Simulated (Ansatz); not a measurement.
**FeH+ (singlet): wave-function methods side by side, def2-SVP**

Aim: climb from Hartree-Fock through coupled cluster for FeH+ (singlet) at one geometry and basis, and see what each rung misses.

Computed with Ansatz 0.2.0, Gaussian basis. Level: def2-SVP, core rule «outside noble gas», up to 9 orbitals frozen.

To be run: UHF; CCSD(T) on RHF; CCSD(T) on UHF; CISD; CCSDT(Q) on RHF; CCSDT(Q) on UHF; CCSDTQ on RHF.

12 further runs of the same task are left out: 4 for a known fault of the program, 2 that didn't finish, 6 set aside as unsound or not needed. Runs told in other sessions of the task aren't counted.

## 1. What is computed

The geometry is a PBE0/def2-TZVP stationary point (not a proven minimum).

2 atoms, charge 1, spin multiplicity 1.

Atoms are counted from 1 here; the program's logs count them from 0.

Bond lengths: Fe1–H2 1.458 Å.

## 2. UHF

Contents of in.yaml:

```yaml
crystal:
  periodic: [false, false, false]
  atoms:
    - {symbol: Fe, position_ang: [0.000000, 0.000000, 0.000000]}
    - {symbol: H, position_ang: [0.000000, 0.000000, 1.458200]}
basis:
  gaussian: {orbitals: def2-SVP}
total_charge: 1
magnetization: {spin_polarized: true, initial_magnetization: 0}
hamiltonian: {xc: hf}
output: {orbitals: {seedname: orbitals}}
```

Launch:

```sh
$ ansatz run in.yaml --threads 1 --pin off --events-out ev --progress --plain --max-ram 2393MiB
```

The runs that follow: CCSD(T) on RHF; CCSD(T) on UHF; CISD; CCSDT(Q) on RHF; CCSDT(Q) on UHF; CCSDTQ on RHF.

**Question.** What will the summary of the whole plan be? Wanted: RCCSDTQ from the RHF energy; RMP2 from RCCSDTQ; RCCSD from RCCSDTQ; RCCSD(T) from RCCSDTQ; RCCSDT(Q) from RCCSDTQ; T1 diagnostic.

As calculated:

| quantity | value |
| --- | --- |
| RCCSDTQ from the RHF energy | -4.9876 eV |
| RMP2 from RCCSDTQ | +26.24 kcal/mol |
| RCCSD from RCCSDTQ | +6.61 kcal/mol |
| RCCSD(T) from RCCSDTQ | +2.20 kcal/mol |
| RCCSDT(Q) from RCCSDTQ | +0.40 kcal/mol |
| levels within 1 kcal/mol (43 meV) | RCCSDT, RCCSDT(Q) |
| T1 diagnostic | 0.078 |

What this shows: RCCSD(T) misses by +2.20 kcal/mol, 1.9 % of the correlation energy. These misses are within one basis, not against nature.

The restricted and unrestricted ladders end 3.24 eV apart at CCSDT(Q), which points to two states or an unsound top rung; rows of one don't measure the error of the other.
